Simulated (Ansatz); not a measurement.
Geometry optimisation, DFT PBE, scalar-relativistic, plane waves, PAW (Ansatz).

The input (input.yaml):

```yaml
crystal:
  lattice:
    - [0.0, 5.43, 5.43]
    - [5.43, 0.0, 5.43]
    - [5.43, 5.43, 0.0]
  atoms:
    - { symbol: Si, position: [0.0, 0.0, 0.0] }
    - { symbol: Si, position: [0.125, 0.125, 0.125] }
    - { symbol: Si, position: [0.0, 0.0, 0.5] }
    - { symbol: Si, position: [0.125, 0.125, 0.625] }
    - { symbol: Si, position: [0.0, 0.5, 0.0] }
    - { symbol: Si, position: [0.125, 0.625, 0.125] }
    - { symbol: Si, position: [0.0, 0.5, 0.5] }
    - { symbol: Si, position: [0.125, 0.625, 0.625] }
    - { symbol: Si, position: [0.5, 0.0, 0.0] }
    - { symbol: Si, position: [0.625, 0.125, 0.125] }
    - { symbol: Si, position: [0.5, 0.0, 0.5] }
    - { symbol: Si, position: [0.625, 0.125, 0.625] }
    - { symbol: Si, position: [0.5, 0.5, 0.0] }
    - { symbol: Si, position: [0.625, 0.625, 0.125] }
    - { symbol: Si, position: [0.5, 0.5, 0.5] }
    - { symbol: Si, position: [0.625, 0.625, 0.625] }
    - { symbol: Ti, position: [0.8138437, 0.3083261, 0.0579779] }
basis:
  ecutwfc: 420.0
kpoints:
  mp_grid: { grid: [2, 2, 2] }
hamiltonian:
  xc: pbe
  pseudopotentials: { kind: paw, azcp: { folder: soft_1 } }
scf:
  occupations: { method: gaussian, width: 0.02 }
  lower_state_search: "off"
relax:
  f_tol: 0.03
  max_steps: 60
  adjacent_minimum: "off"
```

Command:

```bash
$ ansatz run input.yaml --threads 1 --pin off --max-ram 3072MiB --backend cpu --events-out ev --progress --plain --runs-dir out
```

Q: Where does it end, and by what steps?

A: The run converged. The force dipped under the threshold on the way, but the program's further checks kept it going. Limits of this set-up: coarse k mesh. After 15 steps the energy has fallen by 3.264 eV; Ti17 moved furthest, 1.07 Å. Joined: Si8–Ti17 (3.53 → 2.75 Å).

| step | energy less start (eV) | largest force component (eV/Å) | accepted |
| --- | --- | --- | --- |
| 0 | 0.0000 | 3.573 | yes |
| 1 | -1.2829 | 1.272 | yes |
| 2 | -1.5229 | 0.130 | yes |
| 3 | -1.6313 | 0.699 | yes |
| 4 | -1.9661 | 1.012 | yes |
| 5 | -2.3405 | 0.929 | yes |
| 6 | -2.7286 | 0.690 | yes |
| 7 | -3.0835 | 0.300 | yes |
| 8 | -3.2387 | 0.145 | yes |
| 9 | -3.2615 | 0.062 | yes |
| 10 | -3.2627 | 0.028 | yes |
| 11 | -3.2632 | 0.031 | yes |
| 12 | -3.2635 | 0.025 | yes |
| 13 | -3.2638 | 0.014 | yes |
| 14 | -3.2639 | 0.007 | yes |
| 15 | -3.2639 | 0.005 | yes |

```xyz
17
Lattice="0.0000 5.4300 5.4300 5.4300 0.0000 5.4300 5.4300 5.4300 0.0000" Properties=species:S:1:pos:R:3
Si 0.012 0.079 -0.082
Si 1.397 1.436 1.336
Si 2.760 2.746 -0.049
Si 4.086 4.111 1.316
Si 2.797 0.101 2.739
Si 4.146 1.401 4.035
Si 5.443 2.711 2.713
Si 6.825 4.132 4.073
Si 0.004 2.734 2.692
Si 1.394 4.093 3.990
Si 2.759 5.476 2.680
Si 4.084 6.826 4.029
Si 2.790 2.691 5.330
Si 4.128 4.113 6.748
Si 5.431 5.488 5.368
Si 6.821 6.782 6.726
Ti 1.413 4.112 6.748
```

Whether the end is a true minimum wasn't checked by a vibrational analysis.

Time of the run: 94 s on 1 thread of Arm Neoverse V2, on a shared host, peak memory 0.55 GiB.
